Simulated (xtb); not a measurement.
# GFN1-xTB run of AlBSnH4S (SMILES [SnH3][Al]1[BH][S]1)

Wanted: a geometry optimisation of AlBSnH4S. 

The calculation is run with xtb 6.7.1.

4 further runs of the same task are left out: 4 set aside as unsound or not needed.

## (1) The structure to begin with

AlBSnH4S has 8 atoms, charge 0, and is taken as a singlet. As SMILES, `[SnH3][Al]1[BH][S]1`. All atoms were displaced at random from a relaxed shape. The run starts from this shape.

Bond lengths: Sn1–Al2 2.531 Å, Al2–B3 2.022 Å, Al2–S4 2.223 Å, B3–S4 1.732 Å, Sn1–H5 1.728 Å, Sn1–H6 1.684 Å, Sn1–H7 1.694 Å, B3–H8 1.185 Å. Some angles: Sn1–Al2–B3 167.8°, Sn1–Al2–S4 120.7°, B3–Al2–S4 47.8°, Al2–B3–S4 72.2°, Al2–S4–B3 60.0°, Al2–Sn1–H5 119.4°, Al2–Sn1–H6 114.5°, Al2–Sn1–H7 122.4°, Al2–B3–H8 157.0°, S4–B3–H8 129.7°.

## (2) A structure relaxation at GFN1-xTB

The input, mol.xyz:

```xyz
8

Sn    -1.27935000     1.02916000    -0.60023000
Al     0.26848000    -0.75254000     0.31305000
B      1.80998000    -1.94899000     0.84332000
S      2.45965000    -0.39602000     0.43771000
H     -2.63198000     0.56374000    -1.56898000
H     -2.18213000     1.83591000     0.57062000
H     -0.71957000     2.32083000    -1.54285000
H      2.34448000    -2.89120000     1.32422000
```

On the command line:

```sh
$ xtb mol.xyz --gfn 1 -o vtight > mol.out 2> xtb.err
```

**Question.** What will come out? Wanted: total energy at the end; dipole moment; HOMO energy; LUMO energy; HOMO–LUMO gap; dispersion energy.

Answer, from the run:

Level: GFN1-xTB.

```
               quantity         value
total energy at the end  -11.09274 Eh
          dipole moment        9.75 D
            HOMO energy     -10.64 eV
            LUMO energy      -7.98 eV
          HOMO–LUMO gap       2.67 eV
      dispersion energy  -8.32 kJ/mol
```

What this shows: At the final geometry: Bond lengths: Sn1–Al2 2.644 Å, Al2–S4 2.516 Å, B3–S4 1.607 Å, Sn1–H5 1.841 Å, Sn1–H6 1.870 Å, Sn1–H7 1.760 Å, B3–H8 1.162 Å. Angles: Sn1–Al2–S4 96.6°, Al2–S4–B3 153.1°, Al2–Sn1–H5 61.8°, Al2–Sn1–H6 55.1°, Al2–Sn1–H7 135.7°, S4–B3–H8 178.4°, H5–Sn1–H6 82.0°, H5–Sn1–H7 89.1°, H6–Sn1–H7 90.5°. The optimisation took 69 steps and changed the energy by -1.595 eV. Bonds broke or formed on the way. Mulliken charges run from -0.11 on H6 to +0.30 on B3.
